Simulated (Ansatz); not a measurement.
# AlNi2: further runs on the relaxed cell

The task here is to estimate one member of a computed series from the others.

Program: Ansatz 0.2.0. Level of theory: DFT PBEsol, scalar-relativistic, plane waves, PAW. These are calculated values, not measurements.

1 further run of the same task is left out (set aside as unsound or not needed).

## The system as given

It takes space group P-3m1 (No. 164, trigonal). The conventional cell has a = 3.975 Å, b = 3.975 Å, c = 4.906 Å, α = 90.00°, β = 90.00°, γ = 120.00°. Around Al (site symmetry 3m) lie 8 Ni at 2.37 to 2.48 Å. Ni (site symmetry 3m) is surrounded by 5 Al at 2.37 to 2.48 Å and 3 Ni at 2.47 Å. Ni (site symmetry -3m) is surrounded by 8 Ni at 2.45 to 2.47 Å and 6 Al at 2.75 Å. Ni (site symmetry -3m) has 8 Ni at 2.45 to 2.76 Å and 6 Al at 2.48 Å as nearest neighbours.

Structure file:

```
CELL_PARAMETERS angstrom
3.97490 0.00000 0.00000
-1.98745 3.44236 0.00000
0.00000 0.00000 4.90604
ATOMIC_POSITIONS crystal
Al 0.33333 0.66667 0.19258
Al 0.66667 0.33333 0.80742
Ni 0.33333 0.66667 0.68754
Ni 0.66667 0.33333 0.31246
Ni 0.00000 0.00000 0.50000
Ni 0.00000 0.00000 0.00000
```

It goes back to an entry of the Materials Project, which need not be the stable form.

It is the result of an earlier relaxation at this level (volume 11.19 Å³/atom; gap on the mesh: none (metal)).

Set-up of the first run:

The input, input.yaml:

```yaml
crystal:
  lattice:
    - [3.9347457147, 0.0, 0.0]
    - [-1.9673728574, 3.4075897464, 0.0]
    - [0.0, 0.0, 4.8564850379]
  atoms:
    - { symbol: Al, position: [0.3333333333, 0.6666666667, 0.1925788626] }
    - { symbol: Al, position: [0.6666666667, 0.3333333333, 0.8074211374] }
    - { symbol: Ni, position: [0.3333333333, 0.6666666667, 0.6875372665] }
    - { symbol: Ni, position: [0.6666666667, 0.3333333333, 0.3124627335] }
    - { symbol: Ni, position: [0.0, 0.0, 0.5] }
    - { symbol: Ni, position: [0.0, 0.0, 0.0] }
basis:
  ecutwfc: 420
kpoints:
  mp_grid: { grid: [12, 12, 8] }
hamiltonian:
  xc: pbesol
scf:
  occupations: { method: gaussian, width: 0.1 }
output:
  forces: true
  stress: true
  eigenvalues: true
relax:
  adjacent_minimum: "off"
  f_tol: 0.01
  max_steps: 30
  cell: { stress_tol: 0.1, fix: [volume] }
```

Command:

```
$ ansatz run input.yaml --threads 1 --pin off --max-ram 2560MiB --backend cpu --events-out ev --progress --plain --runs-dir out
```

Among the steps run: Point at V/V0 = 0.97; The cell scaled to 1.03 of its volume; Point at V/V0 = 0.94; Volume × 1.06; Point at V/V0 = 0.91; Volume × 1.10; Point at V/V0 = 0.88.

One table of the session follows, with a row left open; its other results are not shown here.

It belongs to the step «Energy against volume». 

```
volume (Å³/atom)  energy above the lowest point (meV/atom)  pressure (GPa)
           9.846                                     120.4           32.33
          10.181                                      63.7           22.13
          10.517                                      26.7           13.50
          10.853                                       6.3            6.20
          11.188                                       0.0            0.00
          11.524                                         ?               ?
          11.860                                      21.5           -9.70
          12.307                                      55.7          -14.58
```

**Question.** Estimate the row for volume (Å³/atom) = 11.524.

Worked estimate for «energy above the lowest point (meV/atom)». A straight line through the neighbours (11.188, 0.0) and (11.860, 21.5) gives 0.0 + (21.5 − 0.0) × (11.524 − 11.188) / (11.860 − 11.188) = 10.7; a parabola fitted to 4 rows on both sides gives 5.9.

As computed: energy above the lowest point (meV/atom): 5.7; pressure (GPa): -5.25. In «energy above the lowest point (meV/atom)» the line misses by +5.0 and the parabola by +0.2.

To keep in mind: Spin polarisation is off in the runs that give these values; a magnetic solution could lie lower.
